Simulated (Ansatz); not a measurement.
# Se(CN)2 (C2N2Se): geometry, orbitals and charge

What does Se(CN)2 (C2N2Se) look like as a singlet, and where do its frontier electrons sit?

Program: Ansatz 0.2.0, Gaussian basis. Level of theory: RKS PBE0-D4/def2-TZVP. These are calculated values, not measurements.

The runs, in order: relaxation at PBE0-D4/def2-SVP; a search for the lowest solution at PBE0-D4/def2-SVP; a single point at PBE0-D4/def2-TZVP; harmonic vibrations at PBE0-D4/def2-SVP.

## (1) Where the work starts

5 atoms, charge 0, spin multiplicity 1.

Atoms are counted from 1 here; the program's logs count them from 0.

Bond lengths: Se1–C2 1.829 Å, Se1–C4 1.829 Å, C2–N3 1.144 Å, C4–N5 1.144 Å. Angles: C2–Se1–C4 92.9°, Se1–C2–N3 178.4°, Se1–C4–N5 178.4°.

Coordinates:

```mol
C2N2Se
  3D, bonds by distance, orders not assigned

  5  4  0  0  0  0  0  0  0  0999 V2000
    0.0150    0.0265   -1.3138 Se  0  0
    1.3260    0.0084   -0.0383 C   0  0
    2.1689   -0.0024    0.7358 N   0  0
   -1.3249   -0.0055   -0.0691 C   0  0
   -2.1851   -0.0270    0.6854 N   0  0
  1  2  8  0
  1  4  8  0
  2  3  8  0
  4  5  8  0
M  END
```

The start is a GFN2-xTB geometry.

## (2) Optimising with PBE0-D4/def2-SVP

Contents of in.yaml:

```yaml
crystal:
  periodic: [false, false, false]
  atoms:
    - {symbol: Se, position_ang: [0.015040, 0.026470, -1.313780]}
    - {symbol: C, position_ang: [1.326050, 0.008450, -0.038300]}
    - {symbol: N, position_ang: [2.168880, -0.002410, 0.735770]}
    - {symbol: C, position_ang: [-1.324900, -0.005500, -0.069130]}
    - {symbol: N, position_ang: [-2.185070, -0.027000, 0.685440]}
basis:
  gaussian: {orbitals: def2-SVP}
hamiltonian: {xc: pbe0, dispersion: d4}
scf: {omitted_lower_state_checks: [starts]}
output: {orbitals: {seedname: orbitals}}
relax: {f_tol: 0.02, max_steps: 100}
```

Started as:

```sh
> ansatz run in.yaml --threads 4 --pin off --events-out ev --progress --plain --max-ram 3916MiB
```

The runs that follow: Searching for the lowest solution, PBE0-D4/def2-SVP; Single point, PBE0-D4/def2-TZVP; Vibrations by finite differences.

Q: Predict the results of all the runs planned. Wanted: point group; commonest bond; HOMO, LUMO at PBE0-D4/def2-TZVP; dipole at PBE0-D4/def2-SVP; lowest, highest wavenumber.

The runs gave:

| quantity | value |
| --- | --- |
| point group | C2v |
| commonest bond | C–Se, 2 of mean length 1.839 Å |
| HOMO, LUMO at PBE0-D4/def2-TZVP | -8.61, -2.26 eV |
| dipole at PBE0-D4/def2-SVP | 3.51 D |
| lowest, highest wavenumber | 109, 2341 cm⁻¹ |

In words: The molecule keeps its bonding pattern by the stored test; the atoms moved 0.09 Å (rms). All wavenumbers are real: a minimum at this level. The HOMO lies nearest to Se1 57 %; N3, N5 about 16 % each and the LUMO to Se1 51 %; C2, C4 about 16 % each.
